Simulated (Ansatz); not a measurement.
# TlCoF3, space group Pm-3m: a scan of the Hubbard U

With Ansatz 0.2.0 through its Python package.

The cells in order, each with its output:

```python
import warnings

import ansatz
import numpy as np
import pandas as pd
```

```python
def count_gap(report):
    # lowest empty less highest filled band, counting bands; zero where they overlap
    return max(report.get("gap_by_band_count_ev") or 0.0, 0.0)
```

```python
warnings.simplefilter("ignore", ansatz.DeckWarning)

cell = (
    ansatz.Lattice.cubic(4.20032)
    .space_group(221)
    .atom("Tl", [0.0, 0.0, 0.0])
    .atom("Co", [0.5, 0.5, 0.5])
    .atom("F", [0.0, 0.5, 0.5])
    .moments(Co=3.2)
)
```

```python
setup = (
    cell.calculation()
    .kpoints(3)
    .occupations("Gaussian")
    .mixing("broyden", beta=0.5)
    .functional("r2SCAN")
    .basis(450)
    .spin("collinear")
    .eigensolver("davidson", mixed_precision=False)
    .band_table()
)
rows = []
for u in [0.0, 1.5, 3.0, 4.5, 6.0]:
    rep = setup.hubbard("Co", "d", u_eff=u, double_counting="amf").run().report
    shell = rep["hubbard"]["n_scf"]
    rows.append((u, count_gap(rep), sum(shell) / len(shell), max(abs(m) for m in rep["site_moments_mub"]), rep["n_iterations"]))
print(pd.DataFrame(rows, columns=["U_eff eV", "gap by band count eV", "Co d occupation (projector)", "largest moment muB", "iterations"]).round(4).to_string(index=False))
print("eigenvalues of the first occupation matrix at the last U, by spin:")
for channel in rep["hubbard"]["n_eig"][0]:
    print("  ", " ".join(f"{n:.3f}" for n in channel))
```

    RunWarning: this result is not held to the crystal's symmetry: a search behind the close, the SCF from the whole filling of its shells under DFT+U, one down a way that the close's least curvature shows or from a spin flipped beside it, or a hybrid's further exchange loop reached it with operations of the symmetry given up, or time reversal alone, or, in an antiferromagnet whose two spin channels [...]
     U_eff eV  gap by band count eV  Co d occupation (projector)  largest moment muB  iterations
          0.0                1.5377                       7.1923              2.6643           2
          1.5                2.8991                       7.1716              2.6790           2
          3.0                3.8568                       7.1534              2.6920           2
          4.5                4.4533                       7.1373              2.7033           2
          6.0                5.0467                       7.1231              2.7131           2
    eigenvalues of the first occupation matrix at the last U, by spin:
       0.996 0.996 0.999 0.999 0.999
       0.020 0.059 0.059 0.998 0.998

From U = 0 to 6 eV the gap on the mesh goes from 1.54 eV to 5.05 eV and the largest site moment goes from 2.66 to 2.71 μB.

What to keep in mind:
- The cutoff lies under the one recommended for these potentials.
- The magnetic order follows from the starting moments and needn't be the lowest.
- Along an axis with an odd division the mesh misses the point at one half; a gap read on a finite mesh is an upper bound on this functional's gap.
- Spin-orbit coupling, left out here, can change this gap by several tenths of an eV, and inverted bands can meet off the mesh.
- U, its shell and the double counting are chosen to explore, and aren't derived for this compound.
- Energy and stress may still move on a finer k-point mesh.
- With one magnetic atom the cell can hold only ferromagnetic order.
- An opening on this mesh may only mean that it misses a point where bands touch.
- The structure comes from a database of computed cells and needn't be a stable or known phase.
- Levels are Kohn-Sham eigenvalues on this mesh, without spin-orbit coupling.
- Warnings are shown shortened and without file and line.
- Shell occupations and the effect of U depend on the projectors; a run with no .spin step is spin-unpolarised, and each U may end in a state that isn't the lowest.
- The script silences the warnings on its input, which a real study should read.
- It ran for 4.7 min on 1 thread of Arm Neoverse V1, on a shared host, peak memory 0.63 GiB.
